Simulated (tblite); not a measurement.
# C3H7F3O2SSi2: the cost of one run

The runs use tblite 0.8.0 and PySCF 2.14.0, with density-fitted response routines of our own; the level of theory stands in each step. All values are computed, except where a source is named. Atoms are numbered from 0 throughout.

### Step 1. The molecule as given

18 atoms, charge 0, multiplicity 1; geometry from: force field or distance geometry start.

Bonds of the start (Å): O0–S1 1.48, S1–O2 1.49, S1–C3 1.79, C3–Si4 1.87, Si4–C5 1.86, C5–Si6 1.84, S1–C7 1.78, C7–F8 1.39, C7–F9 1.40, C7–F10 1.37, Si6–C3 1.86, C3–H11 1.12, Si4–H12 1.48, Si4–H13 1.46, C5–H14 1.11, C5–H15 1.11, Si6–H16 1.48, Si6–H17 1.45.

### Step 2. Geometry optimisation with GFN2-xTB

Job settings and geometry (Å):

```
{"job": {"kind": "relax", "xc": "GFN2-xTB", "basis": "xTB"}, "charge": 0, "multiplicity": 1}
O     -1.644600    -2.257300    -0.536600
S     -1.303300    -0.819500    -0.543100
O     -1.131600    -0.260200    -1.915200
C      0.247300    -0.463600     0.270700
Si     1.756400    -1.035300    -0.680100
C      2.403200     0.702800    -0.561000
Si     0.704800     1.287800    -0.159800
C     -2.641500     0.084600     0.203600
F     -2.433200     1.452400     0.118800
F     -3.792300    -0.154200    -0.559000
F     -2.898000    -0.304100     1.491500
H      0.284600    -0.721500     1.360800
H      1.374900    -1.439000    -2.052400
H      2.605800    -2.006300     0.002500
H      2.759700     1.166200    -1.499400
H      3.115800     0.851800     0.274800
H      0.036200     1.684200    -1.421400
H      0.547000     2.237400     0.928800
```

On the command line:

```
OMP_NUM_THREADS=1 python probes_run.py task.json out
```

The driver reads the jobs from task.json and runs them one after another.

**Question.** How long does this first job take on 1 thread of Arm Neoverse V1, shared host?

About 1.5 s.
